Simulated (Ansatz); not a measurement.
**H on C (Diamond) (111)**

The task, for C (Diamond): cut and relax a (111) slab, then find where and how strongly H adsorbs.

Computed with Ansatz 0.2.0 (DFT LDA, scalar-relativistic, plane waves, PAW, unless a step's input says otherwise).

2 further runs of the same task are left out: 2 set aside as unsound or not needed.

**1. The starting structure**

The structure is cubic, space group Fd-3m (No. 227). The conventional cell has a = 3.532 Å, b = 3.532 Å, c = 3.532 Å, α = 90.00°, β = 90.00°, γ = 90.00°. Around C (site symmetry -43m) lie 4 C at 1.53 Å.

Structure file:

```cif
data_structure
_symmetry_space_group_name_H-M 'Fd-3m:1'
_symmetry_Int_Tables_number 227
_cell_length_a 3.5317
_cell_length_b 3.5317
_cell_length_c 3.5317
_cell_angle_alpha 90.000
_cell_angle_beta 90.000
_cell_angle_gamma 90.000
_cell_volume 44.05
loop_
_atom_site_label
_atom_site_type_symbol
_atom_site_symmetry_multiplicity
_atom_site_Wyckoff_symbol
_atom_site_fract_x
_atom_site_fract_y
_atom_site_fract_z
_atom_site_occupancy
C1 C 8 b 0.00000 0.00000 0.50000 1
```

This cell was relaxed beforehand with the same method: volume 5.51 Å³/atom, gap on the mesh 4.20 eV.

**2. The slab**

Planes are indexed in the bulk's conventional cell (Fd-3m (No. 227)), a = 3.532 Å, b = 3.532 Å, c = 3.532 Å, α = 90.00°, β = 90.00°, γ = 90.00°.

A (111) slab, 7.8 Å thick as cut, with 17 Å of vacuum; its outer planes are C (top) and C (bottom).

The slab as cut. Layers, bottom to top:

```
plane  atoms per cell  height over the lowest (Å)
    1               H                        0.00
    2               C                        1.14
    3               C                        1.65
    4               C                        3.18
    5               C                        3.69
    6               C                        5.22
    7               C                        5.73
    8               C                        7.26
    9               C                        7.77
```

**3. Relaxing the clean slab**

Input file input.yaml:

```yaml
crystal:
  lattice:
    - [2.4973156147, 0.0, 0.0]
    - [-1.2486578074, 2.1627387636, 0.0]
    - [0.0, 0.0, 24.766911398]
  atoms:
    - { symbol: H, position: [0.0, 0.0, 0.3431998388] }
    - { symbol: C, position: [0.0, 0.0, 0.3892289937] }
    - { symbol: C, position: [0.6666666667, 0.3333333333, 0.4098113912] }
    - { symbol: C, position: [0.6666666667, 0.3333333333, 0.4715585837] }
    - { symbol: C, position: [0.3333333333, 0.6666666667, 0.4921409812] }
    - { symbol: C, position: [0.3333333333, 0.6666666667, 0.5538881737] }
    - { symbol: C, position: [0.0, 0.0, 0.5744705712] }
    - { symbol: C, position: [0.0, 0.0, 0.6362177637] }
    - { symbol: C, position: [0.6666666667, 0.3333333333, 0.6568001612] }
basis:
  ecutwfc: 420
kpoints:
  mp_grid: { grid: [12, 12, 1] }
hamiltonian:
  xc: lda
scf:
  occupations: { method: gaussian, width: 0.05 }
output:
  forces: true
  eigenvalues: true
  write_density: true
  write_potential: true
  elf: true
  volumetric_format: npy
relax:
  adjacent_minimum: "off"
  f_tol: 0.03
  max_steps: 70
  constraints: [{ sites: [0, 1, 2, 3, 4] }]
efield:
  axis: 3
  dipole_correction: true
```

Launch:

```
$ ansatz run input.yaml --threads 1 --pin off --max-ram 2560MiB --backend cpu --events-out ev --progress --plain --runs-dir out
```

Further runs follow: start: H, top (C); H at the hollow (nearest C) site; H put at a bridge (C-C) site; H put at a top (C) site.

**Question.** What will these runs give? Wanted: clean slab: work function; clean slab: dipole along +c; H: lowest end.

As calculated:

| quantity | value |
| --- | --- |
| clean slab: work function | 4.92 eV (top face), 1.41 eV (bottom face) |
| clean slab: dipole along +c | -0.105 e·Å per cell |
| H: lowest end | from the bridge (C-C) start, 1 bonded, 1.11 Å high |

On the way to the lowest end the anchoring atom slid 0.7 Å from where it was put. A start on a symmetric site keeps its symmetry, so an end may be a saddle point and not a minimum.
